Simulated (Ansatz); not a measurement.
Set up this calculation in Ansatz 0.2.0, as the native input.

- Task: single point
- Functional: PBE
- Potentials or basis: Ansatz PAW
- Cutoff: 420 eV (not typed: the program's choice for these potentials)
- k mesh: 6 × 6 × 6
- Occupations: fermi-dirac, width 0.05 eV
- Spin: no spin polarisation

Crystal: Zr3MoC.

```xyz
5
Lattice="4.9425 0.0000 0.0000 0.0000 4.9425 0.0000 0.0000 0.0000 4.9425" Properties=species:S:1:pos:R:3 pbc="T T T"
Zr    2.4713    0.0000    0.0000
Zr    0.0000    2.4713    0.0000
Zr    0.0000    0.0000    2.4713
Mo    0.0000    0.0000    0.0000
C     2.4713    2.4713    2.4713
```

The cell was built by a generator and needn't be a form met in nature.

The input as run:

input.yaml

```yaml
crystal:
  lattice:
    - [4.94251, 0.0, 0.0]
    - [0.0, 4.94251, 0.0]
    - [0.0, 0.0, 4.94251]
  atoms:
    - { symbol: Zr, position: [0.5, 0.0, 0.0] }
    - { symbol: Zr, position: [0.0, 0.5, 0.0] }
    - { symbol: Zr, position: [0.0, 0.0, 0.5] }
    - { symbol: Mo, position: [0.0, 0.0, 0.0] }
    - { symbol: C, position: [0.5, 0.5, 0.5] }
hamiltonian:
  xc: pbe
  pseudopotentials: { kind: paw }
kpoints:
  mp_grid: { grid: [6, 6, 6] }
scf:
  occupations: { method: fermi_dirac, width: 0.05 }
output:
  forces: true
  stress: true
  eigenvalues: true
```

Potentials or basis: Ansatz PAW.

The run is started by

```sh
$ ansatz run input.yaml --threads 2 --pin off --max-ram 5120MiB --backend cpu --events-out ev --progress --plain --runs-dir out
```

It gave:

* Pressure: -0.3 GPa
* Band gap on the k mesh: none (metal or under the smearing width)

Wall time 2 s on 2 threads of Intel(R) Xeon(R) Platinum 8559C (Emerald Rapids), on a shared host, peak memory 0.48 GiB.
